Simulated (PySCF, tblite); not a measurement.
**C₄H₅FNOS radical: geometry, infrared bands and EPR parameters**

Aim: predict the infrared bands and EPR parameters of C₄H₅FNOS radical (`[CH2][C@@H](C#N)[S@](=O)CF`).

The runs use tblite 0.8.0 and PySCF 2.14.0, with density-fitted response routines of our own; the level of theory stands in each step. All values are computed, except where a source is named. Atoms count from 0, in the outputs and in this text.

### 1 Starting geometry

13 atoms, charge 0, multiplicity 2; geometry from: force field or distance geometry start.

Bonds of the start (Å): C0–C1 1.51, C1–C2 1.46, C2–N3 1.17, C1–S4 1.81, S4–O5 1.51, S4–C6 1.80, C6–F7 1.37, C0–H8 1.08, C0–H9 1.08, C1–H10 1.10, C6–H11 1.09, C6–H12 1.09.

### 2 Optimising the geometry with GFN2-xTB

Job settings and geometry (Å):

```
{"job": {"kind": "relax", "xc": "GFN2-xTB", "basis": "xTB"}, "charge": 0, "multiplicity": 2}
C      2.002700    -0.834100    -0.110200
C      0.696300    -0.209800     0.320600
C      0.830000     1.245700     0.377300
N      0.892000     2.413800     0.443300
S     -0.639400    -0.750500    -0.774500
O     -0.448100    -0.132100    -2.139400
C     -1.977000     0.120100     0.063700
F     -1.972600    -0.196400     1.393300
H      2.313900    -0.769500    -1.145600
H      2.657100    -1.280700     0.621200
H      0.458000    -0.602600     1.324900
H     -1.882900     1.196400    -0.037500
H     -2.934500    -0.199900    -0.354800
```

Started as:

```bash
> OMP_NUM_THREADS=1 python probes_run.py task.json out
```

The driver reads the jobs from task.json and runs them one after another.

**Question.** This job is followed by: GFN2-xTB harmonic vibrations, gas phase; UKS B3LYP, pcH-1 on C F H N O S, non-relativistic, mean-field spin-orbit, GIAO. Predict these results of the whole session: strongest single infrared mode (GFN2-xTB); zero-point energy (GFN2-xTB); g(iso) (B3LYP); ⟨S²⟩; largest a(iso); potential on the surface of density 0.002 e/bohr³, 1st and 99th percentile.

**Answer**, as computed:

```
                                                                  quantity                  value
                                 strongest single infrared mode (GFN2-xTB)  1100 cm⁻¹, 211 km/mol
                                              zero-point energy (GFN2-xTB)          51.3 kcal/mol
                                                            g(iso) (B3LYP)                2.01123
                                                                      ⟨S²⟩     0.754 (exact 0.75)
                                                            largest a(iso)    1H on H11, 40.5 MHz
potential on the surface of density 0.002 e/bohr³, 1st and 99th percentile     -1.36 V and 1.31 V
```

What this shows: Over 211 steps the energy fell by 1.045 eV; of the close pairs, C1–S4 changed most, 1.810 to 4.046 Å. The frame itself reshapes: C1···S4 goes from 1.81 to 4.05 Å. All 33 modes are real, so the xTB geometry is a minimum. The strongest single mode, at 1100 cm⁻¹, moves mainly O5. GFN2-xTB is a fitted tight-binding method: band positions and strengths are rough. Its intensities can rank the bands wrongly. The structure rearranged or came apart on optimisation; the results belong to the end geometry, not to the formula as drawn. The largest spin populations lie on S4 (0.55 e), O5 (0.44 e). The isotropic g lies 8.9 ppt above the free-electron value. The conformer search found further structures of the same energy, which may be mirror or relabelled copies of this one.
